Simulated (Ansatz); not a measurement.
# CH₇NOSi₂: one species, many methods

Aim: compute CH₇NOSi₂ with functionals from several rungs and with coupled cluster. The yardstick is the atomisation energy at the CCSD(T) limit.

Program: Ansatz 0.2.0, Gaussian basis. Level of theory: functionals in def2-TZVPP, the program's frozen cores in correlated methods. These are calculated values, not measurements.

The runs, in order: PBE-D4, r2SCAN-D4, PBE0-D4, B3LYP-D4, ωB97X-V, ωB97M-V, B2PLYP; CCSD(T)/def2-TZVPP; MP2/def2-QZVPP; extrapolation to the limit.

**1. Structure used throughout**

All runs share one geometry, relaxed beforehand with PBE0-D4 in a triple-zeta def2 set.

12 atoms, charge 0, spin multiplicity 1.

Atoms are counted from 1 here; the program's logs count them from 0.

Bond lengths: N1–Si2 1.717 Å, N1–H6 1.008 Å, N1–H7 1.007 Å, Si2–C3 1.867 Å, Si2–H8 1.488 Å, Si2–H9 1.487 Å, C3–O4 1.502 Å, C3–Si5 1.811 Å, C3–H10 1.092 Å, O4–Si5 1.659 Å, Si5–H11 1.478 Å, Si5–H12 1.479 Å. Angles: Si2–N1–H6 119.3°, Si2–N1–H7 119.9°, H6–N1–H7 110.7°, N1–Si2–C3 117.1°, N1–Si2–H8 107.5°, N1–Si2–H9 107.6°, C3–Si2–H8 106.9°, C3–Si2–H9 106.3°, H8–Si2–H9 111.5°, Si2–C3–O4 113.3°, Si2–C3–Si5 122.8°, Si2–C3–H10 118.0°, O4–C3–Si5 59.2°, O4–C3–H10 111.1°, Si5–C3–H10 116.4°, C3–O4–Si5 69.7°, C3–Si5–O4 51.1°, C3–Si5–H11 122.4° and more.

**2. PBE-D4 (GGA)**

File in.yaml:

```yaml
crystal:
  periodic: [false, false, false]
  atoms:
    - {symbol: N, position_ang: [-0.572864, -0.131134, 2.318411]}
    - {symbol: Si, position_ang: [-0.808967, -0.458766, 0.649752]}
    - {symbol: C, position_ang: [0.069794, 0.651163, -0.568097]}
    - {symbol: O, position_ang: [1.565076, 0.513340, -0.527317]}
    - {symbol: Si, position_ang: [0.980781, 0.012858, -1.996640]}
    - {symbol: H, position_ang: [0.341814, -0.261023, 2.721268]}
    - {symbol: H, position_ang: [-1.044148, 0.648532, 2.748200]}
    - {symbol: H, position_ang: [-2.265980, -0.338892, 0.372418]}
    - {symbol: H, position_ang: [-0.315540, -1.836439, 0.388343]}
    - {symbol: H, position_ang: [-0.227033, 1.701637, -0.611763]}
    - {symbol: H, position_ang: [1.063278, -1.430875, -2.302647]}
    - {symbol: H, position_ang: [1.290990, 0.874300, -3.158028]}
basis:
  gaussian: {orbitals: def2-TZVPP}
hamiltonian: {xc: pbe, dispersion: d4}
output: {forces: true, orbitals: {seedname: orbitals}}
```

Started as:

```console
$ ansatz run in.yaml --threads 4 --pin off --events-out ev --progress --plain --max-ram 10444MiB
```

After this run come: r2SCAN-D4 (meta-GGA); PBE0-D4 (hybrid); B3LYP-D4 (hybrid); ωB97X-V (range-separated); ωB97M-V (range-separated); B2PLYP (double hybrid); CCSD(T) in def2-TZVPP; MP2 in def2-QZVPP.

Q: Predict the results of all the runs planned. Wanted: atomisation energy, CCSD(T)/CBS; farthest; mean size of error, hybrid; mean size of error, range-separated; gap, smallest and largest; T1 diagnostic; triples share of the correlation energy.

**Answer**, as computed:

| quantity | value |
| --- | --- |
| atomisation energy, CCSD(T)/CBS | 43.134 eV |
| functionals within 0.216 eV (0.5 %) | r2SCAN-D4, B3LYP-D4, ωB97M-V |
| farthest | B2PLYP (-0.621 eV) |
| mean size of error, hybrid | 0.233 eV |
| mean size of error, range-separated | 0.160 eV |
| gap, smallest and largest | 4.34 eV (PBE-D4), 10.87 eV (ωB97X-V) |
| T1 diagnostic | 0.0135 |
| triples share of the correlation energy | 3.9 % |

**Reading.** PBE-D4 misses by +0.447 eV. Double hybrids carry the basis error of their MP2 part in triple zeta, and no dispersion term here, so their miss is partly the set-up's. The reference freezes the cores and leaves out relativity and excitations past (T), so misses under about 0.216 eV can't be ranked. Hartree-Fock recovers 70 % of the binding; the rest is correlation. Orbital gaps span 4.3 to 10.9 eV; exact exchange widens them.
